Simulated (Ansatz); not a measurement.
# Sb: the cost of one run

Program: Ansatz 0.2.0. Level of theory: DFT PBEsol, scalar-relativistic, plane waves, PAW. These are calculated values, not measurements.

1 further run of the same task is left out (set aside as unsound or not needed).

### Step 1. Starting point

The structure is trigonal, space group R-3m (No. 166). The conventional cell has a = 4.322 Å, b = 4.322 Å, c = 11.060 Å, α = 90.00°, β = 90.00°, γ = 120.00°. Sb (site symmetry 3m) is surrounded by 6 Sb at 2.93 to 3.30 Å.

Structure file:

```
Sb
1.0
     2.16103    1.24767    3.68682
    -2.16103    1.24767    3.68682
     0.00000   -2.49534    3.68682
Sb
2
Direct
  0.23569 0.23569 0.23569
  0.76431 0.76431 0.76431
```

It is the result of an earlier relaxation at this level (volume 29.82 Å³/atom; gap on the mesh: none (metal)).

### Step 2. Electronic structure at the relaxed geometry

Input file input.yaml:

```yaml
crystal:
  lattice:
    - [2.1610267029, 1.2476693486, 3.6868246387]
    - [-2.1610267029, 1.2476693486, 3.6868246387]
    - [0.0, -2.4953386973, 3.6868246387]
  atoms:
    - { symbol: Sb, position: [0.2356859576, 0.2356859576, 0.2356859576] }
    - { symbol: Sb, position: [0.7643140424, 0.7643140424, 0.7643140424] }
basis:
  ecutwfc: 420
kpoints:
  mp_grid: { grid: [12, 12, 12] }
  band_path:
    path:
      - [[0.0, 0.0, 0.0], [0.5, 0.5, 0.5], [0.75698443, 0.24301557, 0.5]]
      - [[0.5, -0.24301557, 0.24301557], [0.5, 0.0, 0.0], [0.0, 0.0, 0.0], [0.37150778, -0.37150778, 0.0]]
      - [[0.62849222, 0.0, 0.37150778], [0.5, 0.0, 0.5], [0.0, 0.0, 0.0]]
    npoints: 14
hamiltonian:
  xc: pbesol
scf:
  occupations: { method: gaussian, width: 0.1 }
  n_extra_bands: 6
output:
  forces: true
  stress: true
  eigenvalues: true
  populations: true
  dos: { projected: true, de: 0.02, nscf_kmesh: { grid: [18, 18, 18] } }
  bader: true
```

Launch:

```bash
> ansatz run input.yaml --threads 1 --pin off --max-ram 2560MiB --backend cpu --events-out ev --progress --plain --runs-dir out
```

Q: Estimate wall time and peak memory on 1 thread of Intel Xeon at 2.50GHz (Skylake/Cascade Lake), shared host.

About 1.9 min, with a peak of 0.67 GiB.
